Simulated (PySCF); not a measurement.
# Ways to converge the SCF of RbLi⁺

The same problem is solved with other solver options, one edit a run.

Method: each script names its method and basis; program: PySCF 2.14.0.

3 further runs of the same task are left out: 2 for a known fault of the program, 1 that didn't finish.

## 1. The system as given

RbLi⁺: 2 atoms, charge 1, spin multiplicity 2.

Bond lengths: Rb1–Li2 3.273 Å.

## 2. The base run

input.py

```python
from pyscf import gto, scf, mp

mol = gto.M(
    atom='Rb 0 0 0; Li 0 0 3.273',
    basis='lanl2dz',
    ecp={'Rb': 'lanl2dz'},
    charge=1,
    spin=1,
    verbose=4,
)
mf = scf.UHF(mol)
mf.kernel()
mp.MP2(mf).kernel()
mf.dip_moment()
print('orbital energies (hartree):', [e[max(0, n-3):n+3].round(4) for e, n in zip(mf.mo_energy, mol.nelec)])
```

Started as:

```bash
OMP_NUM_THREADS=1 python input.py
```

The log of this run is left out.

In short: E(SCF) = -30.876168 Eh, 8 cycles, E(MP2) − E(SCF) = -0.00083 Eh, ⟨S²⟩ = 0.750.

The bond length is a typed value, not an optimised one. The dipole of an ion depends on the origin.

## 3. Initial guess atom

Run 1 changes initial guess: minao → atom.

input.py

```python
from pyscf import gto, scf, mp

mol = gto.M(
    atom='Rb 0 0 0; Li 0 0 3.273',
    basis='lanl2dz',
    ecp={'Rb': 'lanl2dz'},
    charge=1,
    spin=1,
    verbose=4,
)
mf = scf.UHF(mol)
mf.init_guess = 'atom'
mf.kernel()
mp.MP2(mf).kernel()
mf.dip_moment()
print('orbital energies (hartree):', [e[max(0, n-3):n+3].round(4) for e, n in zip(mf.mo_energy, mol.nelec)])
```

Started as:

```bash
OMP_NUM_THREADS=1 python input.py
```

## 4. Convergence threshold 1e-11 hartree

Run 2 changes convergence threshold: default → 1e-11 hartree.

input.py: that of step 2 with these lines changed.

```diff
@@ -11,2 +11,3 @@
 mf = scf.UHF(mol)
+mf.conv_tol = 1e-11
 mf.kernel()
```

## 5. Smearing width 0.05 hartree

Run 3 changes smearing width: none → 0.05 hartree; step after the SCF: mp2 → none.

input.py: that of step 2 with these lines changed.

```diff
@@ -1,2 +1,2 @@
-from pyscf import gto, scf, mp
+from pyscf import gto, scf
 
@@ -11,4 +11,4 @@
 mf = scf.UHF(mol)
+mf = scf.addons.smearing_(mf, sigma=0.05, method='fermi')
 mf.kernel()
-mp.MP2(mf).kernel()
 mf.dip_moment()
```

## 6. Initial guess 1e

Run 4 changes initial guess: minao → 1e.

input.py: that of step 2 with these lines changed.

```diff
@@ -11,2 +11,3 @@
 mf = scf.UHF(mol)
+mf.init_guess = '1e'
 mf.kernel()
```

**Question.** What will these runs give? Wanted: for each run, E(SCF); from base; gap, α spin; after the SCF.

**Answer**, as computed:

| run | E(SCF) (hartree) | from base (eV) | cycles | gap, α spin (eV) | after the SCF |
| --- | --- | --- | --- | --- | --- |
| base | -30.876168 | 0 | 8 | 6.63 | MP2 correlation -0.023 eV |
| initial guess atom | -30.876168 | 0.0000 | 9 | 6.63 | MP2 correlation -0.023 eV |
| convergence threshold 1e-11 hartree | -30.876168 | 0.0000 | 9 | 6.63 | MP2 correlation -0.023 eV |
| smearing width 0.05 hartree | -30.748552 | not comparable | 10 | n/a | n/a |
| initial guess 1e | -30.876168 | 0.0000 | 9 | 6.63 | MP2 correlation -0.023 eV |

Distance from each run's final energy (log10 hartree) by cycle:

| run | cycle 1 | cycle 2 | cycle 3 | cycle 5 | cycle 8 | cycle 12 |
| --- | --- | --- | --- | --- | --- | --- |
| base | -1.8 | -2.3 | -3.2 | -5.3 | < -11 | done |
| initial guess atom | -1.7 | -2.3 | -3.4 | -5.4 | < -11 | done |
| convergence threshold 1e-11 hartree | -1.8 | -2.3 | -3.2 | -5.3 | < -11 | done |
| smearing width 0.05 hartree | -3.4 | -2.3 | -3.8 | -4.1 | -7.0 | done |
| initial guess 1e | -1.9 | -2.4 | -3.0 | -5.8 | -10.9 | done |

With initial guess atom or convergence threshold 1e-11 hartree or initial guess 1e the SCF ends at the base energy. With initial guess atom, initial guess 1e the path hardly changes: 9 cycles against 8.
